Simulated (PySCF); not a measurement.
**KH+: bond curves at several levels of theory**

One table from this session's results is given with a row withheld; the runs are named, their logs left out.

Computed with PySCF 2.14.0. Level: K def2-SVPD, H def2-SVPD, no relativity.

Set-up of the first run:

A driver script around PySCF takes these settings:

```yaml
atoms: K, H
charge: 1
basis: K def2-SVPD, H def2-SVPD
Hamiltonian: no relativity
basis_functions: 35
electrons_treated: 19
masses_in_u: 38.9637, 1.0078
levels: PBE0, PBE, r²SCAN, LDA, BHandHLYP, B3LYP, CAM-B3LYP, HF, MP2, SCS-MP2, CCSD, CCSD(T)
grid: 80 radial by 434 angular points
occupations: held fixed by the projection of orbital angular momentum
dissociation_limit: K+ + H, each in its ground configuration
starting_distance_in_angstrom: 2.365
values_of_2S_to_try: 1, 3
```

The run is started by

```console
> OMP_NUM_THREADS=1 python dia.py task.json out
```

Among the steps run: Set-up; First curve: PBE0; PBE (GGA); r²SCAN (meta-GGA); LDA; BHandHLYP; B3LYP (global hybrid GGA); CAM-B3LYP (range-separated hybrid); UHF; Correlated methods on the Hartree–Fock reference.

One of the session's tables, all rows but one given; the rest of the session is left out.

Energy (eV) from each level's lowest point:

| R (Å) | UHF | UHF-MP2 | UHF-SCS-MP2 | UHF-CCSD | UHF-CCSD(T) |
| --- | --- | --- | --- | --- | --- |
| 2.773 | 0.030 | 0.023 | 0.024 | n/a | n/a |
| 2.902 | 0.015 | 0.010 | 0.011 | 0.010 | 0.010 |
| 3.031 | 0.006 | 0.003 | 0.004 | 0.003 | 0.003 |
| 3.128 | ? | ? | ? | ? | ? |
| 3.225 | 0.001 | 0.000 | 0.000 | 0.000 | 0.000 |
| 3.322 | 0.000 | 0.000 | 0.000 | 0.000 | 0.000 |
| 3.451 | 0.001 | 0.002 | 0.001 | 0.002 | 0.002 |
| 3.612 | 0.002 | 0.005 | 0.004 | 0.005 | 0.005 |
| 3.805 | 0.006 | 0.009 | 0.008 | 0.010 | 0.010 |
| 4.064 | 0.010 | 0.015 | 0.014 | n/a | n/a |

Estimate the missing values for R (Å) = 3.128.

Worked estimate for «UHF». A straight line through the neighbours (3.031, 0.006) and (3.225, 0.001) gives 0.006 + (0.001 − 0.006) × (3.128 − 3.031) / (3.225 − 3.031) = 0.004; a parabola fitted to 4 rows on both sides gives 0.002.

The run gave: UHF: 0.002; UHF-MP2: 0.001; UHF-SCS-MP2: 0.001; UHF-CCSD: 0.001; UHF-CCSD(T): 0.001. In «UHF» the line misses by +0.002 and the parabola by 0.000.

Limits of these values: The bond is weak, and basis-set superposition, which was not computed, may be a sizeable part of it.
